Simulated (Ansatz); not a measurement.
# PtSe2: the cost of one run

Program: Ansatz 0.2.0. Level of theory: DFT PBE, scalar-relativistic, plane waves, PAW, and further levels as typed in the inputs. These are calculated values, not measurements.

## 1. The structure to begin with

It takes space group P-3m1 (No. 164, trigonal). Conventional cell: a = 3.730 Å, b = 3.730 Å, c = 20.620 Å, α = 90.00°, β = 90.00°, γ = 120.00°. Around Se (site symmetry 3m) lie 3 Pt at 2.52 Å. Pt (site symmetry -3m) has 6 Se at 2.52 Å as nearest neighbours.

Structure file:

```
CELL_PARAMETERS angstrom
3.73000 0.00000 0.00000
-1.86500 3.23027 0.00000
0.00000 0.00000 20.62000
ATOMIC_POSITIONS crystal
Se 0.66667 0.33333 0.43647
Pt 0.00000 0.00000 0.50000
Se 0.33333 0.66667 0.56353
```

## 2. Relaxing the atoms: PtSe2 sheet, no spin

The input, input.yaml:

```yaml
crystal:
  lattice:
    - [3.73, 0.0, 0.0]
    - [-1.865, 3.2302747561, 0.0]
    - [0.0, 0.0, 20.62]
  atoms:
    - { symbol: Se, position: [0.6666666667, 0.3333333333, 0.4364694471] }
    - { symbol: Pt, position: [0.0, 0.0, 0.5] }
    - { symbol: Se, position: [0.3333333333, 0.6666666667, 0.5635305529] }
  periodic: [true, true, false]
scf:
  occupations: { method: gaussian, width: 0.01 }
  n_extra_bands: 6
output:
  forces: true
  stress: false
  write_density: true
  write_potential: true
  elf: true
  volumetric_format: npy
kpoints:
  mp_grid: { grid: [12, 12, 1] }
hamiltonian:
  xc: pbe
relax:
  f_tol: 0.003
  max_steps: 100
```

The run is started by

```bash
$ ansatz run input.yaml --threads 8 --pin off --max-ram 24576MiB --backend cpu --events-out ev --progress --plain --runs-dir out
```

**Question.** How long does this run take on 8 threads of Intel Xeon 6975P-C (Granite Rapids), shared host, and how much memory does it need?

About 5.3 s, with a peak of 0.97 GiB.
